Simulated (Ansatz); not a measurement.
# C2H7AlSi: the cost of one run

Program: Ansatz 0.2.0, Gaussian basis. Level of theory: the settings change from run to run. These are calculated values, not measurements.

## 1. The relaxed structure

The geometry comes from an earlier relaxation with PBE0-D4 in a triple-zeta def2 set; it is a stationary point, not always the lowest conformer.

SMILES `[CH2]1C[SiH2][AlH]1`, 11 atoms, charge 0, spin multiplicity 1.

Atoms are counted from 1 here; the program's logs count them from 0.

Bond lengths: C1–C2 1.554 Å, C1–Al4 1.979 Å, C1–H5 1.093 Å, C1–H6 1.099 Å, C2–Si3 1.920 Å, C2–H7 1.096 Å, C2–H8 1.094 Å, Si3–Al4 2.424 Å, Si3–H9 1.492 Å, Si3–H10 1.495 Å, Al4–H11 1.593 Å. Angles: C2–C1–Al4 96.9°, C2–C1–H5 114.0°, C2–C1–H6 109.7°, Al4–C1–H5 122.2°, Al4–C1–H6 107.2°, H5–C1–H6 106.2°, C1–C2–Si3 104.4°, C1–C2–H7 109.9°, C1–C2–H8 113.6°, Si3–C2–H7 107.0°, Si3–C2–H8 114.9°, H7–C2–H8 106.8°, C2–Si3–Al4 74.5°, C2–Si3–H9 115.5°, C2–Si3–H10 110.7°, Al4–Si3–H9 129.9°, Al4–Si3–H10 114.6°, H9–Si3–H10 107.1° and more.

Coordinates:

```xyz
11
C2H7AlSi
C    -1.0473    0.6138   -0.2845
C     0.4514    0.5719   -0.6943
Si    1.2679   -0.5912    0.5971
Al   -1.0932   -1.1405    0.6299
H    -1.7251    0.8614   -1.1051
H    -1.1997    1.3849    0.4831
H     0.5576    0.0903   -1.6728
H     0.9106    1.5615   -0.7779
H     2.4287   -1.3863    0.1015
H     1.7419    0.1857    1.7828
H    -2.2275   -2.2085    0.9609
```

## 2. wB97M-V/cc-pVDZ

Options: charge +1, multiplicity 2.

The input, in.yaml:

```yaml
crystal:
  periodic: [false, false, false]
  atoms:
    - {symbol: C, position_ang: [-1.047340, 0.613770, -0.284484]}
    - {symbol: C, position_ang: [0.451382, 0.571916, -0.694336]}
    - {symbol: Si, position_ang: [1.267946, -0.591158, 0.597129]}
    - {symbol: Al, position_ang: [-1.093179, -1.140494, 0.629880]}
    - {symbol: H, position_ang: [-1.725099, 0.861424, -1.105085]}
    - {symbol: H, position_ang: [-1.199745, 1.384937, 0.483142]}
    - {symbol: H, position_ang: [0.557552, 0.090327, -1.672767]}
    - {symbol: H, position_ang: [0.910595, 1.561476, -0.777913]}
    - {symbol: H, position_ang: [2.428682, -1.386324, 0.101547]}
    - {symbol: H, position_ang: [1.741916, 0.185682, 1.782809]}
    - {symbol: H, position_ang: [-2.227511, -2.208455, 0.960877]}
basis:
  gaussian: {orbitals: cc-pVDZ}
total_charge: 1
magnetization: {spin_polarized: true, initial_magnetization: 1}
hamiltonian: {xc: {name: wB97M-V}}
```

On the command line:

```console
$ ansatz run in.yaml --threads 2 --pin off --events-out ev --progress --plain --max-ram 4352MiB
```

What time and memory should one allow on 2 threads of AMD EPYC 9R14, shared host?

About 16 s, with a peak of 0.5 GiB.
